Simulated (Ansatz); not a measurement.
From input file to script: C3H2FNSe, SMILES Fc1ccn[se]1 in Ansatz 0.2.0.

```yaml
crystal:
  periodic: [false, false, false]
  atoms:
    - { symbol: F, position_ang: [2.4881, -0.1028, 0.0851] }
    - { symbol: C, position_ang: [1.1987, 0.3129, 0.0502] }
    - { symbol: C, position_ang: [0.171, -0.6068, -0.0094] }
    - { symbol: C, position_ang: [-1.138, -0.171, -0.0445] }
    - { symbol: "N", position_ang: [-1.4074, 1.1465, -0.0204] }
    - { symbol: Se, position_ang: [0.2465, 1.974, 0.059] }
    - { symbol: H, position_ang: [0.3899, -1.6669, -0.0287] }
    - { symbol: H, position_ang: [-1.9488, -0.886, -0.0913] }
basis:
  gaussian:
    orbitals: "6-31G*"
hamiltonian:
  xc: pbe0
```

`energy_c3h2fnse.py`
```python
# -*- coding: utf-8 -*-
"""Single point of C3H2FNSe."""

import ansatz as az
from ase import Atoms

SETTINGS = {
    "basis": "6-31G*",
    "functional": "pbe0",
}

atoms = Atoms(["F", "C", "C", "C", "N", "Se", "H", "H"], positions=[
    [2.4881, -0.1028, 0.0851],
    [1.1987, 0.3129, 0.0502],
    [0.171, -0.6068, -0.0094],
    [-1.138, -0.171, -0.0445],
    [-1.4074, 1.1465, -0.0204],
    [0.2465, 1.974, 0.059],
    [0.3899, -1.6669, -0.0287],
    [-1.9488, -0.886, -0.0913],
])
system = az.Crystal.molecule_from_ase(atoms)

model = system.calculation().basis(gaussian=SETTINGS["basis"]).functional(SETTINGS["functional"])
report = model.session().plan(threads=1).execute().report

for key in ("converged", "free_energy_ev", "reference_energy_ev", "n_frozen", "n_occupied", "n_virtual"):
    print(f"{key:22s} {report[key]}")

field = report["mean_field"]
print("<S^2> =", round(abs(field["state"]["spin_squared"]), 4), " all-electron relativity setting:", field["relativity"])
print("passes:", field["passes"])
if "symmetry" in field:
    print("occupied orbitals by irrep:", field["symmetry"]["occupied"])
```

```console
$ python energy_c3h2fnse.py
converged              True
free_energy_ev         -72674.56851008446
reference_energy_ev    -72674.56851008446
n_frozen               0
n_occupied             [35, 35]
n_virtual              [79, 79]
<S^2> = 0.0  all-electron relativity setting: none
passes: {'evaluations': 17, 'products': 13}
occupied orbitals by irrep: [{'A': 35}, {'A': 35}]
```

Total energies depend on the basis set; only differences at equal settings carry meaning. The geometry is a force-field or estimated start, not a minimum of this method, and the basis set is short of its limit. Timing: 5.4 s on 1 thread of Arm Neoverse V2 (shared host), peak memory 0.32 GiB.

(Lines on the test bed's own set-up are left out of the output.)
